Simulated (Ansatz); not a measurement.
# BFH4NP: the cost of one run

Program: Ansatz 0.2.0, driven from Python. The levels of theory stand in the script. These are calculated values, not measurements.

## Step 1: The system

Bond lengths: N1–B2 1.521 Å, B2–F3 1.444 Å, B2–P4 1.932 Å, N1–H5 1.045 Å, N1–H6 1.045 Å, P4–H7 1.453 Å, P4–H8 1.453 Å. Angles: N1–B2–F3 119.8°, N1–B2–P4 120.5°, F3–B2–P4 119.7°, B2–N1–H5 107.2°, B2–N1–H6 107.2°, H5–N1–H6 107.2°, B2–P4–H7 94.6°, B2–P4–H8 93.6°, H7–P4–H8 94.8°.

The script holds or builds the structure itself.

## Step 2: Script

methods_bfh4np.py reads:

```python
from pathlib import Path
import warnings

import ansatz as az
import numpy as np

GEOMETRY = """
N    -1.32180   -0.52400   -0.18020
B    -0.37600    0.66480   -0.10210
F    -0.79440    1.94920   -0.61290
P     1.37490    0.47480    0.69310
H    -1.45240   -0.87840    0.79370
H    -0.83250   -1.27310   -0.71930
H     1.33780   -0.97750    0.70990
H     2.06440    0.56420   -0.58220
"""

warnings.simplefilter("ignore", az.DeckWarning)

mol = az.Crystal.molecule()
for line in GEOMETRY.strip().splitlines():
    symbol, *xyz = line.split()
    mol = mol.atom(symbol, [float(v) for v in xyz])

calc = mol.calculation().basis(gaussian="def2-SVP")

print("functional    E (Ha)        dipole (D)   HOMO (eV)  LUMO (eV)")
for name in ["b3lyp", "r2scan", "hf", "pbe0"]:
    r = calc.functional(name).forces().orbitals().run(runs_dir="runs").report
    lines = Path(r["orbitals_path"]).read_text().splitlines()
    field_of = lambda key: [line.split("=")[1].strip() for line in lines if line.startswith(key)]
    orbitals = [(27.211386 * float(e), s, float(n)) for e, s, n in zip(field_of("Ene="), field_of("Spin="), field_of("Occup="))]
    homo = max(e for e, _, n in orbitals if n > 0.5)
    lumo = min(e for e, _, n in orbitals if n < 0.5)
    dipole = 4.803205 * np.linalg.norm(r["charge_distribution"]["dipole_moment_e_ang"])
    print(f"{name:10s} {r['free_energy_ev'] / 27.211386246:14.6f} {dipole:9.3f} {homo:11.3f} {lumo:10.3f}")
```

## Step 3: The calls as engine input

The engine receives this input (first run):

```yaml
crystal:
  periodic: [false, false, false]
  atoms:
    - { symbol: "N", position_ang: [-1.3218, -0.524, -0.1802] }
    - { symbol: B, position_ang: [-0.376, 0.6648, -0.1021] }
    - { symbol: F, position_ang: [-0.7944, 1.9492, -0.6129] }
    - { symbol: P, position_ang: [1.3749, 0.4748, 0.6931] }
    - { symbol: H, position_ang: [-1.4524, -0.8784, 0.7937] }
    - { symbol: H, position_ang: [-0.8325, -1.2731, -0.7193] }
    - { symbol: H, position_ang: [1.3378, -0.9775, 0.7099] }
    - { symbol: H, position_ang: [2.0644, 0.5642, -0.5822] }
basis:
  gaussian:
    orbitals: def2-SVP
hamiltonian:
  xc: b3lyp
output:
  orbitals: {}
  forces: true
```

## Step 4: Running it

Started as:

```
python methods_bfh4np.py
```

**Question.** How long does this script take on 1 thread of Arm Neoverse V1, shared host, and how much memory does it need?

About 11 s, with a peak of 0.21 GiB.
